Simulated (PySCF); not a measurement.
# C₅H₉NOSi: electronic excitations

Wanted: the electronic excitations of C₅H₉NOSi (`CC[C@H](C#N)C(=O)[SiH3]`), by calculation.

Programs: PySCF 2.14.0, with density-fitted response routines of our own. Each step states its level of theory. These are calculated values for one molecule in the gas phase, unless marked as measured. Atoms are numbered from 0 throughout.

### Step 1. The starting structure

17 atoms, charge 0, multiplicity 1; geometry from: GFN2-xTB.

Bonds of the start (Å): C0–C1 1.52, C1–C2 1.54, C2–C3 1.44, C3–N4 1.14, C2–C5 1.54, C5–O6 1.21, C5–Si7 1.93, C0–H8 1.09, C0–H9 1.09, C0–H10 1.09, C1–H11 1.09, C1–H12 1.09, C2–H13 1.10, Si7–H14 1.46, Si7–H15 1.46, Si7–H16 1.46.

### Step 2. Excited states and response: B3LYP/def2-SVPD

The job: settings as JSON, then the geometry in Å.

```
{"job": {"kind": "uv", "xc": "B3LYP", "basis": "def2-SVPD", "nstates": 8, "ntriplets": 3}, "charge": 0, "multiplicity": 1}
C     -2.350320     0.277828     0.170635
C     -0.905455     0.535555    -0.240206
C     -0.119774    -0.776870    -0.386214
C     -0.057513    -1.481420     0.867466
N      0.007000    -2.041244     1.862806
C      1.322104    -0.511651    -0.841225
O      1.755517    -1.057691    -1.825457
Si     2.419700     0.697163     0.181471
H     -2.855501    -0.344488    -0.565305
H     -2.387851    -0.228360     1.132991
H     -2.890827     1.217710     0.252931
H     -0.417048     1.165414     0.507317
H     -0.879042     1.060568    -1.197741
H     -0.607727    -1.430592    -1.121451
H      2.071722     2.045983    -0.270419
H      3.802886     0.366074    -0.128995
H      2.085131     0.518052     1.591487
```

With the program's defaults for keys left out, this is: TDDFT B3LYP/def2-SVPD, vertical, gas phase, core orbitals frozen in the response.

Launch:

```sh
OMP_NUM_THREADS=1 python probes_run.py task.json out
```

This one command runs all jobs of the session in turn.

The log of the run:

```text
coarse grid: 14784 points
cycle   1  E = -614.8152259130  dE =  8.721e-01  |g| = 8.808e-01  |ddm| = 5.977e+00
cycle   2  E = -613.9844214333  dE =  8.308e-01  |g| = 2.183e+00  |ddm| = 4.197e+00
cycle   3  E = -614.9764731677  dE = -9.921e-01  |g| = 1.690e-01  |ddm| = 3.378e+00
cycle   4  E = -614.9821869432  dE = -5.714e-03  |g| = 8.906e-02  |ddm| = 3.839e-01
cycle   5  E = -614.9839783792  dE = -1.791e-03  |g| = 3.129e-02  |ddm| = 1.490e-01
cycle   6  E = -614.9841701586  dE = -1.918e-04  |g| = 1.072e-02  |ddm| = 4.544e-02
cycle   7  E = -614.9841931791  dE = -2.302e-05  |g| = 2.877e-03  |ddm| = 1.556e-02
cycle   8  E = -614.9841950174  dE = -1.838e-06  |g| = 6.163e-04  |ddm| = 5.248e-03
final grid: 138520 points
cycle   9  E = -615.0852857580  dE = -4.215e-05  |g| = 5.638e-03  |ddm| = 1.406e-01
cycle  10  E = -615.0852687871  dE =  1.697e-05  |g| = 1.067e-02  |ddm| = 2.057e-02
cycle  11  E = -615.0852923492  dE = -2.356e-05  |g| = 2.166e-03  |ddm| = 1.323e-02
cycle  12  E = -615.0852933094  dE = -9.602e-07  |g| = 3.352e-04  |ddm| = 2.719e-03
cycle  13  E = -615.0852933213  dE = -1.183e-08  |g| = 2.507e-04  |ddm| = 6.739e-04
cycle  14  E = -615.0852933344  dE = -1.311e-08  |g| = 5.447e-05  |ddm| = 3.180e-04
cycle  15  E = -615.0852933351  dE = -7.112e-10  |g| = 1.126e-05  |ddm| = 1.164e-04
converged SCF energy = -615.0852933351

Static polarisability (au): isotropic 92.410, principal 85.872 90.006 101.351

Singlet excitations
state   eV       nm        f      main configurations
  1   3.4553    358.8   0.00012   H->L 0.98
  2   6.2020    199.9   0.00063   H->L+1 0.90
  3   6.2638    197.9   0.00310   H-1->L 0.94
  4   6.4297    192.8   0.05567   H->L+2 0.70, H->L+3 0.24
  5   6.5407    189.6   0.04706   H->L+3 0.72, H->L+2 0.21
  6   6.6896    185.3   0.02865   H-2->L 0.91
  7   6.8726    180.4   0.02630   H->L+4 0.79, H->L+5 0.08
  8   7.0177    176.7   0.00716   H->L+5 0.65, H-3->L 0.16, H-5->L 0.08

Triplet excitations (Tamm-Dancoff, eV): 2.8246 5.6992 5.9382
```

It took 93 s on 1 thread of AMD EPYC, shared host; peak memory 0.98 GiB.

The orbitals next to the gap, with their largest atomic shares:

```csv
orbital,eV,atoms
HOMO−3,-10.11,"Si7 24 %, H15 15 %, H14 14 %"
HOMO−2,-9.77,"N4 43 %, C3 34 %, C2 4 %"
HOMO−1,-9.43,"N4 40 %, C3 28 %, C2 10 %"
HOMO,-7.25,"O6 50 %, C5 16 %, Si7 11 %"
LUMO,-2.13,"C5 37 %, O6 32 %, Si7 8 %"
LUMO+1,-0.16,"Si7 12 %, N4 12 %, C3 11 %"
LUMO+2,0.03,"Si7 37 %, H14 10 %, H15 9 %"
```

With each of the 8 states as a Gaussian band of 0.4 eV half-width at 1/e, the curve within the window shown has maxima at 188 nm (ε 5,700) L/(mol cm). Beyond the last state computed it falls off for lack of states. The curve at chosen wavelengths:

```csv
nm,ε (L/mol/cm)
169,633
180,3902
190,5636
201,2542
211,491
222,38
232,2
243,0
253,0
264,0
275,0
285,0
296,0
306,1
317,1
327,2
338,4
349,5
359,5
370,5
380,4
391,3
401,2
412,1
422,1
433,1
```

Ground-state properties from the same run:

```
           property  computed
  dipole moment (D)      3.73
polarisability (Å³)     13.69
 HOMO–LUMO gap (eV)      5.12
      −ε(HOMO) (eV)      7.25
```

### Step 3. Summary of results

| quantity | value |
| --- | --- |
| lowest singlet (B3LYP/def2-SVPD) | 3.46 eV (359 nm), f = 0.000 |
| brightest single state of those computed | state 4, 6.43 eV, f = 0.056 |
| lowest triplet | 2.82 eV |

The first singlet state (HOMO→LUMO 0.98) lies at 3.46 eV and is dark; of the 8 states computed, the strongest absorption comes from state 4 at 6.43 eV. The lowest triplet lies 0.63 eV below the lowest singlet (triplets in Tamm-Dancoff, singlets in full TDDFT).
